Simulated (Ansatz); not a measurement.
Crystal: Ti3Se.

```
Se Ti
1.0
     3.19745    0.00000    0.00000
    -1.59872    2.76907    0.00000
     0.00000    0.00000    7.94275
Se Ti
1 3
Direct
  0.00000 0.00000 0.00000
  0.66667 0.33333 0.50000
  0.33333 0.66667 0.77290
  0.33333 0.66667 0.22710
```

The cell comes from a database or a generator and needn't be the stable form of this composition.

Base run:

| Property | Result |
| --- | --- |
| Program | Ansatz 0.2.0 |
| Functional | PBE |
| Potentials or basis | Ansatz PAW |
| Cutoff | 420 eV (not typed: the program's choice for these potentials) |
| k mesh | 10 × 10 × 4 |
| Occupations | fermi-dirac, width 0.05 eV |
| Spin | no spin polarisation |
| Hubbard terms | Ti d U = 8 eV |

Its results: band gap on the k mesh none (metal or under the smearing width); pressure 28.9 GPa; largest force 0.273 eV/Å.

Q: The run is repeated on the same cell with these changes: hubbard terms from Ti d U = 8 eV to Ti d U = 1 eV. What comes out?

A: Band gap on the k mesh none (metal or under the smearing width); pressure 1.2 GPa; largest force 0.033 eV/Å.

Caveats: U without spin polarisation on a metal has little footing; a pressure of tens of GPa on the cell as given is suspect, and the run, the potentials or the cell itself is likely at fault (some runs).
